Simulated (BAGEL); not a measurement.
# SiH4S3 (SMILES S[SiH](S)S): HF/STO-3G (density fitting with qzvpp-jkfit)

Aim: the energy change on altering one bond length of SiH4S3 at HF/STO-3G (density fitting with qzvpp-jkfit), from 2 runs. 

The results are computed with BAGEL 1.2.2.

2 further runs of the same task are left out: 2 that didn't finish. Runs told in other sessions of the task aren't counted.

## (1) Starting point

The species is SiH4S3 (8 atoms), meant as a singlet with charge 0. As SMILES, `S[SiH](S)S`. The coordinates come from a PBE0-D4/def2-TZVP relaxation. This is one conformer, not always the lowest.

Bond lengths: S1–Si2 2.123 Å, Si2–S3 2.132 Å, Si2–S4 2.134 Å, S1–H5 1.344 Å, Si2–H6 1.483 Å, S3–H7 1.344 Å, S4–H8 1.345 Å. Angles: S1–Si2–S3 103.1°, S1–Si2–S4 106.5°, S3–Si2–S4 117.1°, S1–Si2–H6 115.2°, S3–Si2–H6 107.6°, S4–Si2–H6 107.7°, Si2–S1–H5 94.0°, Si2–S3–H7 93.2°, Si2–S4–H8 93.7°.

## (2) The energy at HF/STO-3G (density fitting with qzvpp-jkfit)

Input file input.json:

```json
{ "bagel": [

{
  "title": "molecule",
  "basis": "sto-3g",
  "df_basis": "qzvpp-jkfit",
  "angstrom": true,
  "geometry": [
    { "atom": "S", "xyz": [   -0.544300,    1.776500,   -1.229100 ] },
    { "atom": "Si", "xyz": [    0.100100,    0.183500,    0.018000 ] },
    { "atom": "S", "xyz": [    2.044800,   -0.262400,   -0.732700 ] },
    { "atom": "S", "xyz": [   -1.377800,   -1.347700,   -0.143500 ] },
    { "atom": "H", "xyz": [   -1.843300,    1.616800,   -0.921300 ] },
    { "atom": "H", "xyz": [    0.241700,    0.523900,    1.454100 ] },
    { "atom": "H", "xyz": [    2.509800,   -0.628200,    0.473600 ] },
    { "atom": "H", "xyz": [   -1.038900,   -1.919600,    1.025200 ] }
  ]
},
{
  "title": "hf"
},
{
  "title": "print",
  "file": "orbitals.molden",
  "orbitals": true
}

]}
```

The run is started by

```console
$ BAGEL_NUM_THREADS=1 BAGEL input.json > input.out
```

The log of the run:

```text
* using 1 threads per process

  ===============================================================
  ===============================================================

  *** Geometry ***

  { "atom" : "S", "xyz" : [     -1.028578,      3.357098,     -2.322662 ] },
  { "atom" : "Si", "xyz" : [      0.189162,      0.346765,      0.034015 ] },
  { "atom" : "S", "xyz" : [      3.864112,     -0.495864,     -1.384602 ] },
  { "atom" : "S", "xyz" : [     -2.603665,     -2.546784,     -0.271176 ] },
  { "atom" : "H", "xyz" : [     -3.483332,      3.055309,     -1.741005 ] },
  { "atom" : "H", "xyz" : [      0.456747,      0.990028,      2.747851 ] },
  { "atom" : "H", "xyz" : [      4.742835,     -1.187126,      0.894974 ] },
  { "atom" : "H", "xyz" : [     -1.963236,     -3.627518,      1.937347 ] },

  Number of auxiliary basis functions:      584

  Since a DF basis is specified, we compute 2- and 3-index integrals:
    o Being stored without compression. Storage requirement is 0.007 GB

  Number of basis functions:       40
  Number of electrons      :       66

    * METHOD: MOLECULE                             0.22

  *** RHF ***

  === Nuclear Repulsion ===
   339.3810208706

      * DIIS with orbital gradients will be used.

  === RHF iteration (sto-3g) ===
      0      -1467.41374985          0.01139984           0.05
      1      -1467.50886670          0.00265172           0.04
      2      -1467.51409497          0.00037779           0.04
      3      -1467.51428412          0.00006676           0.04
      4      -1467.51429113          0.00000969           0.04
      5      -1467.51429128          0.00000125           0.04
      6      -1467.51429129          0.00000030           0.04
      7      -1467.51429129          0.00000008           0.04
      8      -1467.51429129          0.00000002           0.04
      9      -1467.51429129          0.00000000           0.04
    * SCF iteration converged.

    * Permanent dipole moment:
           (    0.082313,     0.171126,    -0.905903) a.u.

    * METHOD: HF                                   0.52

    * METHOD: PRINT                                0.01

  ===============================================================
```

It took 0.93 s on 1 thread of AMD EPYC 9B14 (Zen 4), shared host.

## (3) The distorted shape at the same level

Input file input.json:

```json
{ "bagel": [

{
  "title": "molecule",
  "basis": "sto-3g",
  "df_basis": "qzvpp-jkfit",
  "angstrom": "true",
  "geometry": [
    { "atom": "S", "xyz": [      -0.615100,       1.606301,      -1.947147 ] },
    { "atom": "Si", "xyz": [       0.029300,       0.013301,      -0.700047 ] },
    { "atom": "S", "xyz": [       1.974000,      -0.432599,      -1.450747 ] },
    { "atom": "S", "xyz": [      -1.448600,      -1.517899,      -0.861547 ] },
    { "atom": "H", "xyz": [      -1.914100,       1.446601,      -1.639347 ] },
    { "atom": "H", "xyz": [       0.241700,       0.523900,       1.454100 ] },
    { "atom": "H", "xyz": [       2.439000,      -0.798399,      -0.244447 ] },
    { "atom": "H", "xyz": [      -1.109700,      -2.089799,       0.307153 ] }
  ]
},

{ "title": "hf" },

{ "title": "print", "file": "orbitals.molden", "orbitals": "true" }

]}
```

The run is started by

```console
$ BAGEL_NUM_THREADS=1 BAGEL input.json > input.out
```

The log of the run:

```text
* using 1 threads per process

  ===============================================================
  ===============================================================

  *** Geometry ***

  { "atom" : "S", "xyz" : [     -1.162371,      3.035469,     -3.679575 ] },
  { "atom" : "Si", "xyz" : [      0.055369,      0.025135,     -1.322897 ] },
  { "atom" : "S", "xyz" : [      3.730319,     -0.817494,     -2.741515 ] },
  { "atom" : "S", "xyz" : [     -2.737457,     -2.868413,     -1.628088 ] },
  { "atom" : "H", "xyz" : [     -3.617125,      2.733680,     -3.097917 ] },
  { "atom" : "H", "xyz" : [      0.456747,      0.990028,      2.747851 ] },
  { "atom" : "H", "xyz" : [      4.609042,     -1.508755,     -0.461938 ] },
  { "atom" : "H", "xyz" : [     -2.097029,     -3.949148,      0.580435 ] },

  Number of auxiliary basis functions:      584

  Since a DF basis is specified, we compute 2- and 3-index integrals:
    o Being stored without compression. Storage requirement is 0.007 GB

  Number of basis functions:       40
  Number of electrons      :       66

    * METHOD: MOLECULE                             0.21

  *** RHF ***

  === Nuclear Repulsion ===
   336.2542487591

      * DIIS with orbital gradients will be used.

  === RHF iteration (sto-3g) ===
      0      -1467.25131635          0.01258798           0.05
      1      -1467.35963929          0.00443367           0.04
      2      -1467.37239759          0.00054681           0.04
      3      -1467.37275597          0.00011850           0.04
      4      -1467.37277608          0.00002706           0.04
      5      -1467.37277732          0.00000618           0.04
      6      -1467.37277739          0.00000176           0.04
      7      -1467.37277740          0.00000039           0.04
      8      -1467.37277740          0.00000009           0.04
      9      -1467.37277740          0.00000003           0.04
     10      -1467.37277740          0.00000001           0.04
    * SCF iteration converged.

    * Permanent dipole moment:
           (    0.116284,     0.313472,    -0.505422) a.u.

    * METHOD: HF                                   0.54

    * METHOD: PRINT                                0.01

  ===============================================================
```

It took 0.95 s on 1 thread of AMD EPYC 9B14 (Zen 4), shared host.

## (4) Outcome

At HF/STO-3G (density fitting with qzvpp-jkfit):

```
                                                          quantity           value
                                         first shape: total energy  -1467.51429 Eh
                                        first shape: dipole moment          2.35 D
                                          first shape: HOMO energy        -7.11 eV
                                          first shape: LUMO energy         9.45 eV
                                        first shape: HOMO–LUMO gap        16.56 eV
                                     distorted shape: total energy  -1467.37278 Eh
                                    distorted shape: dipole moment          1.54 D
                                      distorted shape: HOMO energy        -6.49 eV
                                      distorted shape: LUMO energy         5.35 eV
                                    distorted shape: HOMO–LUMO gap        11.84 eV
energy change with the Si2–H6 bond stretched from 1.483 to 2.224 Å        3.851 eV
```

**Reading.** With the Si2–H6 bond stretched from 1.483 to 2.224 Å the energy rises by 3.85 eV (89 kcal/mol). The first shape isn't relaxed at this level, so the change isn't measured from a minimum. The minimal basis adds a large error of its own.
